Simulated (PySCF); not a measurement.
# Sm(SH)3: other functionals and bases at one geometry

An exercise on one series of results from a longer session: the logs are not shown, and one member is left open.

Method: several levels, as the steps say, no spin–orbit coupling; program: PySCF 2.14.0.

7 further runs of the same task are left out: 2 for a known fault of the program, 5 that didn't finish.

### The starting structure

7 atoms, charge 0, spin multiplicity 1.

Bond lengths: Sm1–S2 2.633 Å, Sm1–S4 2.633 Å, Sm1–S6 2.633 Å, S2–H3 1.367 Å, S4–H5 1.367 Å, S6–H7 1.367 Å. Angles: S2–Sm1–S4 118.4°, S2–Sm1–S6 118.4°, S4–Sm1–S6 118.4°, Sm1–S2–H3 93.0°, Sm1–S4–H5 93.0°, Sm1–S6–H7 93.0°.

Geometry (Å):

```tsv
atom	x (Å)	y (Å)	z (Å)
Sm1	0.00000	0.00000	0.66801
S2	2.58100	0.40228	1.00244
H3	2.84933	-0.93400	1.10363
S4	-1.63889	2.03407	1.00244
H5	-0.61579	2.93460	1.10363
S6	-0.94212	-2.43636	1.00244
H7	-2.23354	-2.00059	1.10363
```

Formal oxidation states: Sm +3. Each metal's 5 4f electrons lie in its core potential, so multiplicities, spins and levels count the valence alone. An earlier session relaxed this geometry at PBE, Sm lcecp-1-SVP with ECP51, S def2-SVP, H def2-SVP (singlet, point group C3).

At PBE on the finer grid: E = -1230.369117 Eh, HOMO -6.16 eV, LUMO -3.09 eV, Mulliken charge on Sm1 +0.69 e, largest force component 0.012 eV/Å. 

Levels to run: HF; BLYP; PBE0; TPSSh; PBE, TZVP. Hardware: 2 threads of Arm Neoverse V1, shared host.

Set-up of the first run:

Contents of run.py (the lines that set the calculation):

```python
mol = gto.M(atom='''
Sm     0.00000     0.00000     0.66801
S      2.58100     0.40228     1.00244
H      2.84933    -0.93400     1.10363
S     -1.63889     2.03407     1.00244
H     -0.61579     2.93460     1.10363
S     -0.94212    -2.43636     1.00244
H     -2.23354    -2.00059     1.10363''',
    basis={'Sm': 'lcecp-1-SVP', 'S': 'def2-SVP', 'H': 'def2-SVP'},
    ecp={'Sm': 'lcecp-1-SVP'},
    charge=0, spin=0)
mf = scf.RHF(mol)
mf = mf.density_fit()  # fitting sets: Sm AutoAux, S def2-universal-JKFIT, H def2-universal-JKFIT
mf.conv_tol = 1e-08; mf.max_cycle = 55
mf.kernel(dm0)  # dm0: the density of the relaxed state
```

The run is started by

```
> OMP_NUM_THREADS=2 python run.py
```

Steps of the session up to this table: HF; BLYP; PBE0; TPSSh; PBE, TZVP.

One table of the session follows, with a row left open; its other results are not shown here.

```
             level  HOMO (eV)  gap (eV)  charge on Sm1 (e)  dipole (D)  largest force component (eV/Å)
PBE (relaxed here)      -6.16      3.08               0.69        1.73                            0.01
                HF     -10.02      9.81               1.20        2.20                            0.82
              BLYP      -5.93      2.89               0.63        1.73                            0.22
              PBE0      -7.35      4.90               0.85        1.88                            0.30
             TPSSh          ?         ?                  ?           ?                               ?
         PBE, TZVP      -6.26      3.13               1.14        1.82                            0.21
```

**Question.** Estimate the row for TPSSh.

**Answer.** HOMO (eV): -6.75; gap (eV): 4.08; charge on Sm1 (e): 0.89; dipole (D): 1.87; largest force component (eV/Å): 0.25. In the column «HOMO (eV)» it lies between PBE0 (-7.35) and PBE, TZVP (-6.26).

In one basis the HOMO–LUMO gap runs from 2.89 eV (BLYP) to 9.81 eV (HF). The largest leftover force, 0.82 eV/Å with HF, stands at a geometry relaxed at another level. With 4f in the core, its levels are missing from HOMO and gap, and its count is fixed, so no charge can pass from the ligands into it. Total energies of different levels can't be compared.
